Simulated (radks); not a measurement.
# Ir⁵⁷⁺ in [Ar] 3d2: an all-electron calculation

An exercise on one series of results from a longer session: the logs are not shown, and one member is left open.

The numbers are computed with radks (a radial shooting solver on a logarithmic mesh, Libxc functionals) version 1 (scalar-relativistic Kohn-Sham, PBE, spin-polarised, spherical densities, finite nucleus; open shells are filled with parallel spins first), except any that are marked as measured or tabulated.

## Starting point

* element: iridium (Z = 77)
* charge: +57
* electrons: 20
* configuration: [Ar] 3d2
* nuclear rms radius: 5.4032 fm

Outer shells as boxes (Hund's rule):

Ir⁵⁷⁺
```
[Ar] core
3d [↑ ][↑ ][  ][  ][  ]
```

The first run:

Settings of this run:

```text
Z 77
configuration [Ar] 3d2
relativity scalar-relativistic
functional pbe,pbe
spin polarised
nucleus finite rms 5.4032 fm
c 137.035999084
```

Run with:

```console
python run_ks.py task.json out
```

The same process makes all the runs of this session.

Steps of the session up to this table: Self-consistent calculation.

One table of the session follows, with a row left open; its other results are not shown here.

It belongs to the step «Orbitals and density». Sizes of the orbitals, from the radial functions (bohr):

```
  level      <r>  outermost maximum (interpolated)  90 % within  nodes
  1s up  0.01744                            0.0108       0.0318      0
1s down  0.01744                            0.0108       0.0318      0
  2s up  0.07313                            0.0621        0.113      1
2s down        ?                                 ?            ?      ?
  2p up  0.06569                            0.0512        0.107      0
2p down  0.06565                            0.0512        0.107      0
  3s up   0.1799                             0.170        0.262      2
3s down   0.1800                             0.170        0.262      2
  3p up   0.1780                             0.167        0.264      1
3p down   0.1782                             0.167        0.264      1
  3d up   0.1581                             0.133        0.241      0
3d down   0.1583                             0.133        0.242      0
```

Estimate the missing values for 2s down.

**Answer.** <r>: 0.07309; outermost maximum (interpolated): 0.0621; 90 % within: 0.113; nodes: 1. In the column «<r>» it lies between 2p up (0.06569) and 2s up (0.07313).

Caveats from the session: Open shells are spherical and high-spin; term and fine-structure splittings are not resolved.
